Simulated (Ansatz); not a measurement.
# (111) slab of diamond Ge, 36.9 Å thick as cut, ended by F

How far do the faces relax, and where do the top filled and lowest empty levels lie below the vacuum? Levels of theory: PBEsol and HSE06.

Method: density functional theory in Ansatz 0.2.0, PAW datasets, plane waves.

**1. The starting cell**

26 atoms (24 Ge, 2 F); a = 4.013 Å, b = 4.013 Å, c = 52.364 Å, α = 90.00°, β = 90.00°, γ = 120.00°. All atoms were shaken off their sites by about 0.02 Å along each axis.

Plan of the steps: (2) PBEsol relaxation at a 6×6×1 mesh, on 1 × NVIDIA GB300 Max-Q with 8 threads of Arm Neoverse-V2; (3) HSE06 single point at a 4×4×1 mesh, on 1 × NVIDIA GB300 Max-Q with 8 threads of Arm Neoverse-V2.

Coordinates:

```
Ge F
1.0
     2.83780   -2.83780    0.00000
     0.00000    2.83780   -2.83780
    30.23240   30.23240   30.23240
Ge F
24 2
Direct
  0.00528 0.00461 0.85279
  0.99732 0.99936 0.28892
  0.00353 0.99908 0.47634
  0.99764 0.99877 0.66448
  0.00519 0.00497 0.14753
  0.00053 0.99613 0.33560
  0.99582 0.00133 0.52411
  0.98939 0.98551 0.71179
  0.33470 0.66168 0.16324
  0.33173 0.66491 0.35122
  0.33642 0.66464 0.53915
  0.33734 0.67180 0.72711
  0.33606 0.67295 0.21100
  0.32705 0.66359 0.39808
  0.33233 0.66687 0.58683
  0.33775 0.67019 0.77333
  0.66901 0.33579 0.22620
  0.65709 0.33194 0.41451
  0.66289 0.33934 0.60220
  0.65953 0.32447 0.78953
  0.67034 0.34453 0.27344
  0.65772 0.32799 0.46142
  0.66861 0.33433 0.64921
  0.65857 0.33459 0.83595
  0.98585 0.98857 0.88507
  0.00258 0.00101 0.11439
```

**2. Relaxing the atoms with PBEsol**

File in.yaml:

```yaml
crystal:
  lattice:
    - [2.837796, -2.837796, 0.000000]
    - [0.000000, 2.837796, -2.837796]
    - [30.232400, 30.232400, 30.232400]
  atoms:
    - { symbol: Ge, position: [0.005276, 0.004611, 0.852786] }
    - { symbol: Ge, position: [0.997323, 0.999365, 0.288918] }
    - { symbol: Ge, position: [0.003534, 0.999078, 0.476340] }
    - { symbol: Ge, position: [0.997643, 0.998769, 0.664480] }
    - { symbol: Ge, position: [0.005185, 0.004966, 0.147528] }
    - { symbol: Ge, position: [0.000532, 0.996127, 0.335598] }
    - { symbol: Ge, position: [0.995825, 0.001326, 0.524108] }
    - { symbol: Ge, position: [0.989393, 0.985513, 0.711785] }
    - { symbol: Ge, position: [0.334698, 0.661685, 0.163244] }
    - { symbol: Ge, position: [0.331732, 0.664909, 0.351223] }
    - { symbol: Ge, position: [0.336424, 0.664638, 0.539148] }
    - { symbol: Ge, position: [0.337336, 0.671798, 0.727105] }
    - { symbol: Ge, position: [0.336058, 0.672947, 0.211002] }
    - { symbol: Ge, position: [0.327051, 0.663587, 0.398077] }
    - { symbol: Ge, position: [0.332329, 0.666868, 0.586829] }
    - { symbol: Ge, position: [0.337754, 0.670191, 0.773334] }
    - { symbol: Ge, position: [0.669012, 0.335787, 0.226199] }
    - { symbol: Ge, position: [0.657085, 0.331942, 0.414510] }
    - { symbol: Ge, position: [0.662886, 0.339337, 0.602198] }
    - { symbol: Ge, position: [0.659534, 0.324469, 0.789535] }
    - { symbol: Ge, position: [0.670336, 0.344534, 0.273442] }
    - { symbol: Ge, position: [0.657717, 0.327991, 0.461420] }
    - { symbol: Ge, position: [0.668605, 0.334332, 0.649214] }
    - { symbol: Ge, position: [0.658567, 0.334595, 0.835953] }
    - { symbol: F, position: [0.985854, 0.988565, 0.885071] }
    - { symbol: F, position: [0.002575, 0.001011, 0.114387] }
kpoints:
  mp_grid: { grid: [6, 6, 1] }
hamiltonian:
  xc: pbesol
scf:
  occupations: { method: fermi_dirac, width: 0.01 }
relax:
  f_tol: 0.03
  max_steps: 80
  escape_saddle: false
  adjacent_minimum: "off"
output:
  forces: true
  eigenvalues: true
  populations: true
```

Command:

```console
> ansatz run in.yaml --threads 8 --pin off --max-ram 118750MiB --runs-dir r --events-out ev --progress --plain --backend cuda --devices 0,
```

After this run come: HSE06 single point.

Before running it: what results should come out? Wanted: for each run, top filled to lowest empty; top filled below vacuum.

As calculated:

```
             level        time  top filled to lowest empty (eV)  top filled below vacuum (eV)
PBEsol, relaxation  19 s (GPU)                             none                             -
             HSE06  87 s (GPU)                             0.83                          7.58
```

```
     quantity                             value
   relaxation  4 recorded steps, 0.24 eV gained
largest shift     0.14 Å (Ge1 and others alike)
   mean bonds         F–Ge 1.746, Ge–Ge 2.453 Å
```

**In words.** The relaxation lowers the energy by 0.24 eV; the largest shift is 0.14 Å (Ge1 and others alike). PBEsol leaves levels partly filled (a spacing under the smearing width does that too), while HSE06 opens a spacing of 0.83 eV.
